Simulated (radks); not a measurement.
# Sb⁴⁺ in [Kr] 4d10 5s1: an all-electron calculation

Wanted: eigenvalues, radial structure and energy terms of the antimony ion Sb4+.

Program: radks (a radial shooting solver on a logarithmic mesh, Libxc functionals) version 1. Level of theory: scalar-relativistic Kohn-Sham, r2SCAN, spin-unpolarised, spherical densities, finite nucleus. These are calculated values, not measurements, unless marked.

## 1. The atom as given

| Item | Value |
| --- | --- |
| element | antimony (Z = 51) |
| charge | +4 |
| electrons | 47 |
| configuration | [Kr] 4d10 5s1 |
| nuclear rms radius | 4.6802 fm |

Outer shells as boxes (Hund's rule):

Sb⁴⁺
```
[Kr] core
4d [↑↓][↑↓][↑↓][↑↓][↑↓]
5s [↑ ]
```

## 2. Self-consistent calculation

The run's settings:

```text
Z 51
configuration [Kr] 4d10 5s1 5p0 6s0 4f0 5d0
relativity scalar-relativistic
functional r2scan,r2scan
spin unpolarised
nucleus finite rms 4.6802 fm
c 137.035999084
```

What does the calculation give?

**Answer**, as computed:

| quantity | value |
| --- | --- |
| total energy | -6478.73060 hartree |
| exchange-correlation share of it | 2.62 % |
| −T/E | 1.0459 |
| highest occupied level | 5s, -49.312 eV |
| most extended occupied level | 5s, <r> = 1.95 bohr |
| radius at density 0.001 e/bohr³ | 3.13 bohr |
| maxima of the radial density | 4 |
| ionisation energy, NIST | 55.0 (semi-emp.) eV |

5 principal shells are occupied and 4 maxima appear in the radial density; where shells overlap, one shows as a shoulder or not at all. −T/E is 1.046: with relativity the kinetic term as defined here no longer equals −E. The top level binds by 49.312 eV, 90 % of the NIST ionisation energy of 55.0 eV; the potential of a semilocal functional falls off too fast, so its top eigenvalue is too shallow. Spin polarisation and multiplet splitting are left out.
